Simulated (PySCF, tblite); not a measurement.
**C₄H₉NO₂Si: geometry, infrared bands and NMR shifts**

What infrared bands and NMR shifts should C₄H₉NO₂Si (`C[C@@H]1C[Si@@H](C(N)=O)O1`) show?

Programs: tblite 0.8.0 and PySCF 2.14.0, with density-fitted response routines of our own. Each step states its level of theory. These are calculated values for one molecule in the gas phase, unless marked as measured. Atoms are numbered from 0 throughout.

### Step 1. The starting structure

17 atoms, charge 0, multiplicity 1; geometry from: force field or distance geometry start.

Bonds of the start (Å): C0–C1 1.51, C1–C2 1.57, C2–Si3 1.85, Si3–C4 1.89, C4–N5 1.37, C4–O6 1.22, Si3–O7 1.67, O7–C1 1.47, C0–H8 1.10, C0–H9 1.09, C0–H10 1.10, C1–H11 1.09, C2–H12 1.08, C2–H13 1.09, Si3–H14 1.49, N5–H15 1.02, N5–H16 1.01.

### Step 2. Optimising the geometry with GFN2-xTB

The job: settings as JSON, then the geometry in Å.

```
{"job": {"kind": "relax", "xc": "GFN2-xTB", "basis": "xTB"}, "charge": 0, "multiplicity": 1}
C     -1.848500     0.115500    -1.707900
C     -0.643300     0.174400    -0.806500
C      0.215800    -1.139300    -0.728300
Si     0.222200    -0.785300     1.087000
C      1.708300     0.161700     1.769200
N      1.551800     1.452200     2.195000
O      2.793800    -0.402800     1.765800
O     -1.036900     0.196200     0.610800
H     -2.441600     1.032800    -1.611600
H     -1.555100     0.018900    -2.748900
H     -2.508800    -0.730400    -1.462000
H     -0.042700     1.060300    -1.036700
H      1.162600    -1.086500    -1.238000
H     -0.318800    -2.048900    -1.020100
H     -0.298600    -1.887500     1.949300
H      2.367000     1.944300     2.560600
H      0.665800     1.936500     2.185500
```

Started as:

```sh
> OMP_NUM_THREADS=1 python probes_run.py task.json out
```

One launch serves the whole session: the jobs run in the order shown.

**Question.** This job is followed by: GFN2-xTB harmonic vibrations, gas phase; GIAO PBE0/pcSseg-1 NMR shielding, non-relativistic, gas phase. Predict these results of the whole session: strongest single infrared mode (GFN2-xTB); zero-point energy (GFN2-xTB); 13C shifts against TMS (PBE0/pcSseg-1); 1H shifts against TMS (PBE0/pcSseg-1, means over atoms taken as alike); 29Si shifts against TMS (PBE0/pcSseg-1); 15N shifts against NH3 (PBE0/pcSseg-1); 17O shifts against H2O (PBE0/pcSseg-1).

The runs gave:

| quantity | value |
| --- | --- |
| strongest single infrared mode (GFN2-xTB) | 1721 cm⁻¹, 424 km/mol |
| zero-point energy (GFN2-xTB) | 81.3 kcal/mol |
| 13C shifts against TMS (PBE0/pcSseg-1) | 180.9, 79.1, 29.9, 29.1 ppm |
| 1H shifts against TMS (PBE0/pcSseg-1, means over atoms taken as alike) | 5.77, 5.63, 4.95, 2.57, 1.65, 1.52 ppm |
| 29Si shifts against TMS (PBE0/pcSseg-1) | -1.6 ppm |
| 15N shifts against NH3 (PBE0/pcSseg-1) | 132.8 ppm |
| 17O shifts against H2O (PBE0/pcSseg-1) | 491.5, 97.5 ppm |

In words: Over 121 steps the energy fell by 0.400 eV; of the close pairs, C2–Si3 changed most, 1.850 to 1.909 Å. No mode is imaginary among the 45: a minimum at this level. The strongest single mode, at 1721 cm⁻¹, moves mainly C4 and O6. Unscaled tight-binding wavenumbers are off by several per cent, some by more. Its intensities can rank the bands wrongly. At PBE0/pcSseg-1: The widest tensor belongs to O6: span 895 ppm, with a paramagnetic part of -552 ppm.
